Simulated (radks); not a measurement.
# Cu³⁺ in [Ar] 3d8: an all-electron calculation

Aim: the levels, the sizes of the orbitals and the parts of the energy of the copper ion Cu3+.

Method: Dirac Kohn-Sham, PBE, spin-unpolarised, spherical densities, point nucleus; open shells fill j = l - 1/2 first. Code: radks (a radial shooting solver on a logarithmic mesh, Libxc functionals) version 1.

## 1. The atom as given

```
element       : copper (Z = 29)
charge        : +3
electrons     : 26
configuration : [Ar] 3d8
```

## 2. The run

Input:

```text
Z 29
configuration [Ar] 3d8
relativity Dirac
functional pbe,pbe
spin unpolarised
j_filling energy
nucleus point
c 137.035999084
```

Started as:

```console
$ python run_ks.py task.json out
```

All runs below come from this command, one after another.

What does the calculation give?

As calculated:

| quantity | value |
| --- | --- |
| total energy | -1652.39397 hartree |
| exchange-correlation share of it | 4.01 % |
| −T/E | 1.0174 |
| highest occupied level | 3d5/2, -48.753 eV |
| most extended occupied level | 3d5/2, <r> = 0.858 bohr |
| radius at density 0.001 e/bohr³ | 2.65 bohr |
| maxima of the radial density | 3 |
| ionisation energy, NIST | 57.38 (semi-emp.) eV |

What this shows: The radial density shows 3 maxima for 3 occupied principal shells. −T/E is 1.017: with relativity the kinetic term as defined here no longer equals −E. The top level binds by 48.753 eV, 85 % of the NIST ionisation energy of 57.38 eV; the potential of a semilocal functional falls off too fast, so its top eigenvalue is too shallow. Spin polarisation and multiplet splitting are left out.
